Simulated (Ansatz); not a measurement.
Working through harmonic frequencies at the relaxed geometry of AsRb

Program: Ansatz 0.2.0 through its Python package.

Typed at the interpreter:
```pycon
>>> import itertools
>>> import ansatz as az
>>> from ase import Atoms
>>> from ase.data import atomic_numbers, covalent_radii
>>> import numpy as np
>>> atoms = Atoms(["Rb", "As"], positions=[
...     (0.0, 0.0, 0.0),
...     (0.0, 0.0, 3.235),
... ])
>>> mol = az.Crystal.molecule_from_ase(atoms)
>>> calc = (
...     mol.calculation()
...     .basis(gaussian="def2-SVP")
...     .functional("b3lyp")
...     .spin("collinear", total=2)
... )
>>> symbols = [site.symbol for site in mol.cartesian_sites]
>>> start = np.array([site.position_ang for site in mol.cartesian_sites], dtype=float)
>>> def progress(event):
...     if event["event"] == "relax_step":
...         row = event["data"]
...         print(f"step {row['step']:3d}  E = {row['lagrangian_ev']:.6f} eV  largest force component {row['allowed_force_max_ev_ang']:.4f} eV/A")
...
>>> report = calc.relax(force_tolerance=0.003, max_steps=100).session().plan().execute(on_event=progress).report
step   1  E = -61489.962559 eV  largest force component 0.2055 eV/A
step   2  E = -61489.967427 eV  largest force component 0.1195 eV/A
step   3  E = -61489.970128 eV  largest force component 0.0121 eV/A
step   4  E = -61489.970158 eV  largest force component 0.0001 eV/A
>>> end = np.array(report["positions_ang"])
>>> # pairs closer than 1.2 times the sum of covalent radii, before or after
>>> radius = [covalent_radii[atomic_numbers[s]] for s in symbols]
>>> span = lambda where, i, j: np.linalg.norm(where[i] - where[j])
>>> bonded = [(i, j) for i, j in itertools.combinations(range(len(symbols)), 2) if min(span(start, i, j), span(end, i, j)) < 1.2 * (radius[i] + radius[j])]
>>> print("pair        before    after (A)")
pair        before    after (A)
>>> for i, j in bonded:
...     print(f"{symbols[i]}{i}-{symbols[j]}{j}".ljust(10), f"{span(start, i, j):8.4f} {span(end, i, j):8.4f}")
...
Rb0-As1      3.2350   3.3119
>>> # frequencies need a stationary point, so they are taken at the relaxed geometry
>>> minimum = az.Crystal.molecule()
>>> for symbol, place in zip(symbols, end):
...     minimum = minimum.atom(symbol, place.tolist())
...
>>> vibrating = (
...     minimum.calculation()
...     .basis(gaussian="def2-SVP")  # atom-centred Gaussian functions
...     .functional("b3lyp")
...     .spin("collinear", total=2)  # two spin channels
...     .phonons(temperatures=(298.15, 498.15, 100))
... )
>>> vib = vibrating.run().report["vibrations"]
>>> sums = vib["harmonic_sums"]
>>> modes = [m["omega_inv_cm"] for m in sums["modes_at_gamma"] if m["rigid_motion"] == "no"]
>>> print("frequencies (1/cm):", " ".join(f"{w:.0f}" for w in modes))
frequencies (1/cm): 127
>>> print("imaginary modes:", sum(w < 0 for w in modes), " zero-point energy:", round(sums["zero_point_energy_ev"], 4), "eV")
imaginary modes: 0  zero-point energy: 0.0079 eV
>>> print("T (K)   F_vib (eV)   S_vib (meV/K)   C_vib (meV/K)")
T (K)   F_vib (eV)   S_vib (meV/K)   C_vib (meV/K)
>>> for row in zip(sums["temperatures_k"], sums["vibrational_free_energy_ev"], vib["entropy_ev_per_k"], vib["heat_capacity_ev_per_k"]):
...     print(f"{row[0]:6.1f} {row[1]:11.4f} {1000 * row[2]:13.4f} {1000 * row[3]:15.4f}")
...
 298.1     -0.0121        0.1296          0.0835
 398.1     -0.0264        0.1539          0.0847
 498.1     -0.0427        0.1729          0.0852
```

Total energies depend on the basis set; only differences at equal settings carry meaning. The frequencies are harmonic and unscaled, in a modest basis. The result belongs to the one conformer reached from this start, and soft torsions count as harmonic oscillators. def2 sets replace the cores of elements past krypton by effective core potentials. The species is open-shell (spin multiplicity 3). b3lyp holds the VWN-RPA fit, as in Gaussian; the form of ORCA and Turbomole is b3lyp5. The spin state was assumed, and another may lie lower. Finished in 60 s on 1 thread of Arm Neoverse V1, with other jobs on the host, peak memory 0.25 GiB.

(Lines on the test bed's own set-up are left out of the output.)
